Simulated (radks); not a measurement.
# Co³⁺ in [Ar] 3d4 4p2: an all-electron calculation

The task here is to estimate one member of a computed series from the others.

The numbers are computed with radks (a radial shooting solver on a logarithmic mesh, Libxc functionals) version 1 (non-relativistic Kohn-Sham, MS2 meta-GGA, spin-polarised, spherical densities, point nucleus; open shells are filled with parallel spins first), except any that are marked as measured or tabulated.

## What is computed

| Item | Value |
| --- | --- |
| element | cobalt (Z = 27) |
| charge | +3 |
| electrons | 24 |
| configuration | [Ar] 3d4 4p2 |

Outer shells as boxes (Hund's rule):

Co³⁺
```
[Ar] core
3d [↑ ][↑ ][↑ ][↑ ][  ]
4p [↑ ][↑ ][  ]
```

The first run:

Settings of this run:

```text
Z 27
configuration [Ar] 3d4 4p2 4s0 4d0
relativity non-relativistic
functional ms2,regtpss
spin polarised
nucleus point
```

Steps of the session up to this table: Self-consistent calculation.

One of the session's tables, all rows but one given; the rest of the session is left out.

It belongs to the step «Orbitals and density». From the orbitals of this run (lengths in bohr):

```
  level      <r>  outermost maximum (interpolated)  90 % within  nodes
  1s up  0.05687                            0.0375        0.101      0
1s down  0.05687                            0.0375        0.101      0
  2s up   0.2581                             0.216        0.399      1
2s down   0.2574                             0.215        0.398      1
  2p up   0.2265                             0.174        0.370      0
2p down   0.2259                             0.174        0.369      0
  3s up   0.7565                             0.667         1.12      2
3s down   0.7620                             0.670         1.13      2
  3p up   0.7804                             0.670         1.19      1
3p down   0.7873                             0.673         1.20      1
  3d up   0.8389                             0.626         1.37      0
3d down   0.8558                             0.634         1.41      0
  4s up    2.033                              1.84         2.92      3
  4p up    2.264                              2.04         3.28      2
  4d up        ?                                 ?            ?      ?
```

Estimate the missing values for 4d up.

**Answer.** <r>: 2.895; outermost maximum (interpolated): 2.57; 90 % within: 4.27; nodes: 1. In the column «<r>» it is the highest.
